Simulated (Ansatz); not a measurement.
# ClGeH5N: the cost of one run

Program: Ansatz 0.2.0. Level of theory: RKS revPBE-D4/def2-SVP. These are calculated values, not measurements.

**1. The system as given**

Bond lengths: N1–Ge2 2.102 Å, Ge2–Cl3 2.050 Å, N1–H4 1.023 Å, N1–H5 1.023 Å, N1–H6 1.023 Å, Ge2–H7 1.506 Å, Ge2–H8 1.506 Å. Angles: N1–Ge2–Cl3 102.8°, N1–Ge2–H7 97.9°, N1–Ge2–H8 97.9°, Cl3–Ge2–H7 117.3°, Cl3–Ge2–H8 117.4°, H7–Ge2–H8 117.2°, Ge2–N1–H4 110.8°, Ge2–N1–H5 112.6°, Ge2–N1–H6 110.7°, H4–N1–H5 107.7°, H4–N1–H6 107.2°, H5–N1–H6 107.7°.

Structure file:

```xyz
8

N    -0.6207    0.8051   -0.1065
Ge    0.7351   -0.7965    0.0216
Cl   -0.1341   -2.0167    1.4205
H    -1.5449    0.4758   -0.3961
H    -0.3225    1.5199   -0.7747
H    -0.7324    1.2586    0.8036
H     1.9459   -0.0095    0.4484
H     0.6736   -1.2368   -1.4168
```

**2. Relaxing end A**

input.yaml reads:

```yaml
crystal:
  periodic: [false, false, false]
  atoms:
    - { symbol: "N", position_ang: [-0.6207, 0.80511, -0.10652] }
    - { symbol: Ge, position_ang: [0.73514, -0.79646, 0.02164] }
    - { symbol: Cl, position_ang: [-0.13406, -2.01667, 1.42046] }
    - { symbol: H, position_ang: [-1.54489, 0.47579, -0.39608] }
    - { symbol: H, position_ang: [-0.32254, 1.51994, -0.77473] }
    - { symbol: H, position_ang: [-0.7324, 1.2586, 0.80365] }
    - { symbol: H, position_ang: [1.94585, -0.00946, 0.44843] }
    - { symbol: H, position_ang: [0.6736, -1.23684, -1.41685] }
total_charge: 1
basis:
  gaussian: { orbitals: def2-SVP }
hamiltonian:
  xc: revpbe
  dispersion: d4
relax:
  f_tol: 0.015
  max_steps: 40
```

Command:

```
ansatz run input.yaml --threads 1 --pin off --max-ram 2048MiB --backend cpu --events-out ev --progress --plain --runs-dir out
```

**Question.** How long does this run take on 1 thread of an Arm CPU, shared host, and how much memory does it need?

About 19 s, with a peak of 0.12 GiB.
